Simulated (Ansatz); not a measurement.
# C₃H₂F₆: vertical ionisation energy

The task here is to estimate one member of a computed series from the others.

The runs use Ansatz 0.2.0, Gaussian basis; unrestricted cation, the program's frozen cores in correlated methods.

The runs, in order: UKS PBE-D4/def2-TZVPP; UKS r2SCAN-D4/def2-TZVPP; UKS PBE0-D4/def2-TZVPP; UKS B3LYP-D4/def2-TZVPP; UKS wB97X-V/def2-TZVPP; UKS wB97M-V/def2-TZVPP; UKS B2PLYP/def2-TZVPP; UHF-CCSD(T)/def2-TZVPP; UHF-MP2/def2-QZVPP; extrapolation to the limit; then −ε(HOMO) from the neutral's earlier runs with LDA (SPW92), PBE-D4, revPBE-D4, BLYP-D4, r2SCAN-D4, B97M-V, PBE0-D4, B3LYP-D4, r2SCANh-D4, r2SCAN0-D4, HSE06-D4, BHLYP-D4, CAM-B3LYP-D4, LC-ωPBE, ωB97X-V, ωB97M-V.

### Structure used throughout

An earlier PBE0-D4 in a triple-zeta def2 set relaxation fixed the geometry.

SMILES `FC(F)C(F)C(F)(F)F`, 11 atoms, charge 0, spin multiplicity 1.

Atoms are counted from 1 here; the program's logs count them from 0.

Bond lengths: F1–C2 1.351 Å, C2–F3 1.345 Å, C2–C4 1.522 Å, C2–H10 1.095 Å, C4–F5 1.359 Å, C4–C6 1.526 Å, C4–H11 1.095 Å, C6–F7 1.331 Å, C6–F8 1.340 Å, C6–F9 1.326 Å. Angles: F1–C2–F3 108.0°, F1–C2–C4 108.3°, F1–C2–H10 108.7°, F3–C2–C4 110.8°, F3–C2–H10 109.1°, C4–C2–H10 111.7°, C2–C4–F5 110.2°, C2–C4–C6 113.1°, C2–C4–H11 108.0°, F5–C4–C6 108.9°, F5–C4–H11 109.4°, C6–C4–H11 107.1°, C4–C6–F7 110.2°, C4–C6–F8 109.1°, C4–C6–F9 112.8°, F7–C6–F8 108.1°, F7–C6–F9 108.2°, F8–C6–F9 108.3°.

The first run:

The input, in.yaml:

```yaml
crystal:
  periodic: [false, false, false]
  atoms:
    - {symbol: F, position_ang: [-1.720676, 0.099810, -1.673573]}
    - {symbol: C, position_ang: [-1.135549, 0.362316, -0.483983]}
    - {symbol: F, position_ang: [-1.044652, 1.697448, -0.350317]}
    - {symbol: C, position_ang: [0.245792, -0.277174, -0.478261]}
    - {symbol: F, position_ang: [1.047135, 0.328636, -1.394014]}
    - {symbol: C, position_ang: [0.925786, -0.221699, 0.887011]}
    - {symbol: F, position_ang: [2.082806, -0.878028, 0.851662]}
    - {symbol: F, position_ang: [0.138461, -0.816267, 1.794309]}
    - {symbol: F, position_ang: [1.165525, 1.017964, 1.290897]}
    - {symbol: H, position_ang: [-1.769554, -0.035293, 0.314846]}
    - {symbol: H, position_ang: [0.130326, -1.334713, -0.738077]}
basis:
  gaussian: {orbitals: def2-TZVPP}
total_charge: 1
magnetization: {spin_polarized: true, initial_magnetization: 1}
hamiltonian: {xc: pbe, dispersion: d4}
```

The run is started by

```console
ansatz run in.yaml --threads 2 --pin off --events-out ev --progress --plain --max-ram 22528MiB --backend cuda --devices 0, --max-vram 18GiB
```

Among the steps run: Cation, UKS PBE-D4/def2-TZVPP; Cation, UKS r2SCAN-D4/def2-TZVPP; Cation, UKS PBE0-D4/def2-TZVPP; Cation, UKS B3LYP-D4/def2-TZVPP; Cation, UKS wB97X-V/def2-TZVPP; Cation, UKS wB97M-V/def2-TZVPP; Cation, UKS B2PLYP (frozen core)/def2-TZVPP; Cation, UHF-CCSD(T)/def2-TZVPP; Cation, UHF-MP2/def2-QZVPP.

One table of the session follows, with a row left open; its other results are not shown here.

Orbital estimates, from the neutral's runs:

```
  functional  −ε(HOMO) (eV)
 LDA (SPW92)           8.57
      PBE-D4           8.37
   revPBE-D4           8.27
     BLYP-D4           8.36
   r2SCAN-D4           8.79
      B97M-V           8.97
     PBE0-D4          10.21
    B3LYP-D4          10.00
  r2SCANh-D4           9.48
  r2SCAN0-D4          10.50
    HSE06-D4              ?
    BHLYP-D4          12.06
CAM-B3LYP-D4          11.79
     LC-ωPBE          13.02
     ωB97X-V          12.71
     ωB97M-V          12.63
```

Q: Estimate the row for HSE06-D4 from the others.

The run gave: −ε(HOMO) (eV): 9.79. In the column «−ε(HOMO) (eV)» it lies between r2SCANh-D4 (9.48) and B3LYP-D4 (10.00).

To keep in mind: The cation may have settled in a state other than its lowest; no search over hole states beyond the program's own was made.
